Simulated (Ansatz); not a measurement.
# C2H5FGeO: the cost of one run

Program: Ansatz 0.2.0. Level of theory: RKS revPBE/def2-SVP. These are calculated values, not measurements.

### 1 The system as given

Bond lengths: C1–C2 1.526 Å, C2–O3 1.324 Å, C2–Ge4 1.954 Å, O3–Ge4 1.810 Å, Ge4–F5 1.741 Å, C1–H6 1.146 Å, C1–H7 1.060 Å, C1–H8 1.110 Å, C2–H9 1.109 Å, Ge4–H10 1.543 Å. Angles (14 of 19 angles, heavy atoms first): C1–C2–O3 110.4°, C1–C2–Ge4 113.9°, O3–C2–Ge4 63.7°, C2–O3–Ge4 75.4°, C2–Ge4–O3 41.0°, C2–Ge4–F5 115.8°, O3–Ge4–F5 110.8°, C1–C2–H9 121.5°, O3–C2–H9 112.4°, Ge4–C2–H9 119.9°, C2–C1–H6 107.0°, C2–C1–H7 114.4°, C2–C1–H8 105.5°, C2–Ge4–H10 122.0°.

Structure file:

```xyz
10

C    -0.8017   -0.0365    1.1199
C    -0.1210    0.6493   -0.0612
O     1.1951    0.5884    0.0654
Ge    0.8091   -0.5790   -1.2625
F     1.2604    0.0745   -2.8123
H    -0.9285    0.7552    1.9381
H    -0.2932   -0.8946    1.4797
H    -1.8339   -0.2613    0.7788
H    -0.4644    1.6358   -0.4351
H     1.2613   -1.9830   -0.8079
```

### 2 End point A

File input.yaml:

```yaml
crystal:
  periodic: [false, false, false]
  atoms:
    - { symbol: C, position_ang: [-0.8017, -0.0365, 1.1199] }
    - { symbol: C, position_ang: [-0.121, 0.6493, -0.0612] }
    - { symbol: O, position_ang: [1.1951, 0.5884, 0.0654] }
    - { symbol: Ge, position_ang: [0.8091, -0.579, -1.2625] }
    - { symbol: F, position_ang: [1.2604, 0.0745, -2.8123] }
    - { symbol: H, position_ang: [-0.9285, 0.7552, 1.9381] }
    - { symbol: H, position_ang: [-0.2932, -0.8946, 1.4797] }
    - { symbol: H, position_ang: [-1.8339, -0.2613, 0.7788] }
    - { symbol: H, position_ang: [-0.4644, 1.6358, -0.4351] }
    - { symbol: H, position_ang: [1.2613, -1.983, -0.8079] }
basis:
  gaussian: { orbitals: def2-SVP }
hamiltonian:
  xc: revpbe
relax:
  f_tol: 0.015
  max_steps: 40
```

On the command line:

```bash
ansatz run input.yaml --threads 2 --pin off --max-ram 3072MiB --backend cpu --events-out ev --progress --plain --runs-dir out
```

**Question.** How long does this run take on 2 threads of Arm Neoverse V2, shared host, and how much memory does it need?

About 21 s, with a peak of 0.16 GiB.
